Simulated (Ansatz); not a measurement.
# BC5: the cost of one run

Computed with Ansatz 0.2.0 (DFT PBE, scalar-relativistic, plane waves, PAW, unless a step's input says otherwise).

1 further run of the same task is left out (it didn't finish).

### 1 The system as given

The structure is hexagonal, space group P-62m (No. 189). The conventional cell has a = 3.963 Å, b = 3.963 Å, c = 5.577 Å, α = 90.00°, β = 90.00°, γ = 120.00°. B (site symmetry -62m) is surrounded by 2 C at 1.78 Å. C (site symmetry m2m) has 6 C at 1.99 to 2.04 Å as nearest neighbours. C (site symmetry 3m) is surrounded by 1 B at 1.78 Å and 4 C at 1.99 to 2.02 Å.

As a file:

```cif
data_structure
_symmetry_space_group_name_H-M 'P-62m'
_symmetry_Int_Tables_number 189
_cell_length_a 3.9635
_cell_length_b 3.9635
_cell_length_c 5.5774
_cell_angle_alpha 90.000
_cell_angle_beta 90.000
_cell_angle_gamma 120.000
_cell_volume 75.88
loop_
_atom_site_label
_atom_site_type_symbol
_atom_site_symmetry_multiplicity
_atom_site_Wyckoff_symbol
_atom_site_fract_x
_atom_site_fract_y
_atom_site_fract_z
_atom_site_occupancy
B1 B 1 a 0.00000 0.00000 0.00000 1
C1 C 3 g 0.43153 0.00000 0.50000 1
C2 C 2 e 0.00000 0.00000 0.68115 1
```

Recipe of the guess: random cell by space group and Wyckoff sites (P-62m, No. 189). Lengths come from tabulated atomic sizes and are only a guess.

### 2 The guess as it stands, on a coarse mesh

input.yaml

```yaml
crystal:
  lattice:
    - [3.96348453, 0.0, 0.0]
    - [-1.98174227, 3.43247829, 0.0]
    - [0.0, 0.0, 5.57739475]
  atoms:
    - { symbol: B, position: [0.0, 0.0, 0.0] }
    - { symbol: C, position: [0.43152886, 0.0, 0.5] }
    - { symbol: C, position: [0.0, 0.43152886, 0.5] }
    - { symbol: C, position: [0.56847114, 0.56847114, 0.5] }
    - { symbol: C, position: [0.0, 0.0, 0.68114634] }
    - { symbol: C, position: [0.0, 0.0, 0.31885366] }
basis:
  ecutwfc: 420
kpoints:
  mp_grid: { grid: [6, 6, 4] }
hamiltonian:
  xc: pbe
scf:
  occupations: { method: gaussian, width: 0.1 }
  lower_state_search: "off"
output:
  forces: true
  stress: true
  eigenvalues: true
```

On the command line:

```bash
ansatz run input.yaml --threads 1 --pin off --max-ram 2560MiB --backend cpu --events-out ev --progress --plain --runs-dir out
```

**Question.** How long does this run take on 1 thread of Arm Neoverse V2, shared host, and how much memory does it need?

About 2.2 s, with a peak of 0.32 GiB.
